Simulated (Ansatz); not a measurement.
Predict the output of the script below (the Python package of Ansatz (0.2.0)).

Script `kconv_cu.py`:
```python
"""k-point test for Cu."""

import warnings

import ansatz as az
import pandas as pd


def main() -> None:
    warnings.simplefilter("ignore", az.DeckWarning)

    lattice = az.Lattice.of(
        [2.53076403, 0.0, 0.0],
        [-1.26538201, 2.19170594, 0.0],
        [0.0, 0.0, 8.26181508],
    )
    sites = [
        ("Cu", [0.0, 0.0, 0.0]),
        ("Cu", [1 / 3, 2 / 3, 0.25]),
        ("Cu", [0.0, 0.0, 0.5]),
        ("Cu", [2 / 3, 1 / 3, 0.75]),
    ]
    system = az.Crystal(lattice=lattice)
    for symbol, position in sites:
        system = system.atom(symbol, position)

    setup = (
        system.calculation()
        .pseudopotentials("paw")
        .occupations(az.OccupationsMethod.METHFESSEL_PAXTON, width=0.15)
        .scf(tolerance=1e-09)
        .functional("r2SCAN")
    )

    rows = []
    for value in [(3, 3, 1), (5, 5, 2), (6, 6, 2), (8, 8, 3), (10, 10, 3), (12, 12, 4)]:
        summary = setup.kpoints(mesh=value).run().report
        rows.append((value, summary["free_energy_ev"] / len(summary["lattice"]["sites"]), summary["n_iterations"], summary["n_kpoints"]))

    table = pd.DataFrame(rows, columns=["mesh", "F/atom (eV)", "iterations", "k-points"])
    print(table.round(5).to_string(index=False))

    # differences from the last row
    for row in rows[:-1]:
        shift = 1000 * (row[1] - rows[-1][1])
        print(f"{row[0]}: {shift:+.2f} meV/atom" + ("  (within 1 meV)" if abs(shift) < 1 else ""))


if __name__ == "__main__":
    main()
```

```console
$ python kconv_cu.py
       mesh  F/atom (eV)  iterations  k-points
  (3, 3, 1)  -6631.34694          15         3
  (5, 5, 2)  -6631.27688          11        10
  (6, 6, 2)  -6631.20746          11        14
  (8, 8, 3)  -6631.22241          11        20
(10, 10, 3)  -6631.22662          11        28
(12, 12, 4)  -6631.23001          11        57
(3, 3, 1): -116.93 meV/atom
(5, 5, 2): -46.87 meV/atom
(6, 6, 2): +22.54 meV/atom
(8, 8, 3): +7.60 meV/atom
(10, 10, 3): +3.39 meV/atom
```

Caveats:
- Spin is left out of this run.
- This isn't the structure that Cu takes at ambient conditions.
- Shifts are counted from the finest mesh, which is itself no proven limit.
- Run time: 39 s on 1 thread of Arm Neoverse V1 (shared host), peak memory 0.55 GiB.
